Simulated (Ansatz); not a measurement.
**TeH4N+: one structure at several levels**

One table from this session's results is given with a row withheld; the runs are named, their logs left out.

The runs use Ansatz 0.2.0, Gaussian basis; single points in def2-TZVPP.

Cores are frozen in the correlated methods. Filled d shells of the heavier atoms are correlated. Core potentials replace the inner electrons past krypton, and spin-orbit coupling is left out.

1 further run of the same task is left out (it didn't finish).

**Starting geometry**

SMILES `[NH3+][TeH]`, 6 atoms, charge 1, spin multiplicity 1.

Atoms are counted from 1 here; the program's logs count them from 0.

Bond lengths: N1–Te2 2.307 Å, N1–H3 1.021 Å, N1–H4 1.099 Å, N1–H5 1.081 Å, Te2–H6 1.634 Å. Angles: Te2–N1–H3 102.8°, Te2–N1–H4 122.9°, Te2–N1–H5 108.0°, H3–N1–H4 109.0°, H3–N1–H5 104.0°, H4–N1–H5 108.4°, N1–Te2–H6 92.9°.

As a file:

```xyz
6

N     0.1123   -0.5002   -0.5313
Te    0.2747    0.3078    1.6235
H     0.4082    0.2974   -1.0950
H    -0.8198   -0.9077   -0.9483
H     0.8986   -1.2285   -0.6753
H    -0.5469    1.6731    1.2625
```

The first run:

File run/in.yaml:

```yaml
crystal:
  periodic: [false, false, false]
  atoms:
    - {symbol: N, position_ang: [0.112335, -0.500245, -0.531330]}
    - {symbol: Te, position_ang: [0.274662, 0.307786, 1.623460]}
    - {symbol: H, position_ang: [0.408247, 0.297408, -1.095021]}
    - {symbol: H, position_ang: [-0.819774, -0.907683, -0.948340]}
    - {symbol: H, position_ang: [0.898624, -1.228533, -0.675277]}
    - {symbol: H, position_ang: [-0.546861, 1.673065, 1.262491]}
basis:
  gaussian: {orbitals: def2-TZVPP}
total_charge: 1
hamiltonian: {xc: pbe, dispersion: d4}
output: {forces: true}
```

Started as:

```console
$ ansatz run in.yaml --threads 2 --pin off --events-out ev --progress --plain --max-ram 3481MiB
```

Steps of the session up to this table: PBE-D4/def2-TZVPP; r2SCAN-D4/def2-TZVPP; PBE0-D4/def2-TZVPP; wB97M-V/def2-TZVPP; CCSD(T)/def2-TZVPP.

One table of the session follows, with a row left open; its other results are not shown here.

```
   method  RMS force component (eV/Å)  angle to CCSD(T) forces (°)
   PBE-D4                       0.880                         12.1
r2SCAN-D4                           ?                            ?
  PBE0-D4                       0.982                          3.5
  wB97M-V                       0.968                          1.2
  CCSD(T)                       0.949                    reference
```

Estimate the missing values for r2SCAN-D4.

The run gave: RMS force component (eV/Å): 0.957; angle to CCSD(T) forces (°): 4.5. In the column «RMS force component (eV/Å)» it lies between CCSD(T) (0.949) and wB97M-V (0.968).
